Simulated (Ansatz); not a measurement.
# C₆H₁₄Ge: basis-set convergence

How large a basis does C₆H₁₄Ge need? Two functionals are run in growing sets.

Computed with Ansatz 0.2.0, Gaussian basis. Level: one geometry, several basis sets.

Levels to be run: PBE0-D4/def2-SVP; ωB97M-V/def2-SVP; PBE0-D4/def2-QZVPP; ωB97M-V/def2-QZVPP; the functionals' def2-TZVPP values are taken from earlier runs.

3 further runs of the same task are left out: 3 for a known fault of the program.

### Step 1. The relaxed structure

The geometry comes from an earlier relaxation with PBE0-D4 in a triple-zeta def2 set; it is a stationary point, not always the lowest conformer.

SMILES `C[CH](C)[Ge][CH](C)C`, 21 atoms, charge 0, spin multiplicity 1.

Atoms are counted from 1 here; the program's logs count them from 0.

Bond lengths: C1–C2 1.529 Å, C1–H8 1.098 Å, C1–H9 1.096 Å, C1–H10 1.093 Å, C2–C3 1.521 Å, C2–Ge4 2.011 Å, C2–H11 1.095 Å, C3–H12 1.095 Å, C3–H13 1.093 Å, C3–H14 1.097 Å, Ge4–C5 2.016 Å, C5–C6 1.524 Å, C5–C7 1.521 Å, C5–H15 1.105 Å, C6–H16 1.095 Å, C6–H17 1.096 Å, C6–H18 1.093 Å, C7–H19 1.092 Å and more. Angles: C2–C1–H8 111.9°, C2–C1–H9 110.9°, C2–C1–H10 112.4°, H8–C1–H9 106.2°, H8–C1–H10 107.6°, H9–C1–H10 107.5°, C1–C2–C3 111.4°, C1–C2–Ge4 105.7°, C1–C2–H11 108.8°, C3–C2–Ge4 111.7°, C3–C2–H11 109.5°, Ge4–C2–H11 109.6°, C2–C3–H12 111.3°, C2–C3–H13 112.0°, C2–C3–H14 111.4°, H12–C3–H13 107.1°, H12–C3–H14 107.3°, H13–C3–H14 107.5° and more.

### Step 2. PBE0-D4 in def2-SVP

File in.yaml:

```yaml
crystal:
  periodic: [false, false, false]
  atoms:
    - {symbol: C, position_ang: [1.694791, -0.898558, 0.902394]}
    - {symbol: C, position_ang: [0.999632, -1.035945, -0.452507]}
    - {symbol: C, position_ang: [1.410890, -2.318230, -1.158916]}
    - {symbol: Ge, position_ang: [-0.971810, -1.005042, -0.059247]}
    - {symbol: C, position_ang: [-1.194799, 0.929786, 0.459628]}
    - {symbol: C, position_ang: [-2.670875, 1.306805, 0.498055]}
    - {symbol: C, position_ang: [-0.374482, 1.959395, -0.303179]}
    - {symbol: H, position_ang: [1.351854, -1.657791, 1.616920]}
    - {symbol: H, position_ang: [2.777386, -1.038884, 0.801964]}
    - {symbol: H, position_ang: [1.530476, 0.081457, 1.357353]}
    - {symbol: H, position_ang: [1.264069, -0.174182, -1.074515]}
    - {symbol: H, position_ang: [1.131344, -3.201335, -0.575083]}
    - {symbol: H, position_ang: [0.935344, -2.417142, -2.138562]}
    - {symbol: H, position_ang: [2.495678, -2.359836, -1.313603]}
    - {symbol: H, position_ang: [-0.827580, 0.895596, 1.501150]}
    - {symbol: H, position_ang: [-3.094732, 1.346592, -0.510709]}
    - {symbol: H, position_ang: [-2.821535, 2.294761, 0.947910]}
    - {symbol: H, position_ang: [-3.263302, 0.586039, 1.067907]}
    - {symbol: H, position_ang: [0.698916, 1.772628, -0.235551]}
    - {symbol: H, position_ang: [-0.555745, 2.970280, 0.081028]}
    - {symbol: H, position_ang: [-0.639920, 1.974203, -1.365438]}
basis:
  gaussian: {orbitals: def2-SVP}
hamiltonian: {xc: pbe0, dispersion: d4}
output: {orbitals: {seedname: orbitals}}
```

Launch:

```sh
ansatz run in.yaml --threads 2 --pin off --events-out ev --progress --plain --max-ram 32768MiB --backend cpu
```

Further steps of the session: ωB97M-V in def2-SVP; PBE0-D4 in def2-QZVPP; ωB97M-V in def2-QZVPP.

Before running them: what should the planned runs give, taken together? Wanted: PBE0-D4: double and triple zeta above quadruple; ωB97M-V: double and triple zeta above quadruple.

The runs gave:

| quantity | value |
| --- | --- |
| PBE0-D4: double and triple zeta above quadruple | 15.64, 1.59 eV |
| ωB97M-V: double and triple zeta above quadruple | 16.05, 1.55 eV |

**Reading.** For PBE0-D4 the step from double to triple zeta gains 14.05 eV and the next only 1.59 eV. These are total energies; as a rule much of such shifts cancels in differences, which this series doesn't test.
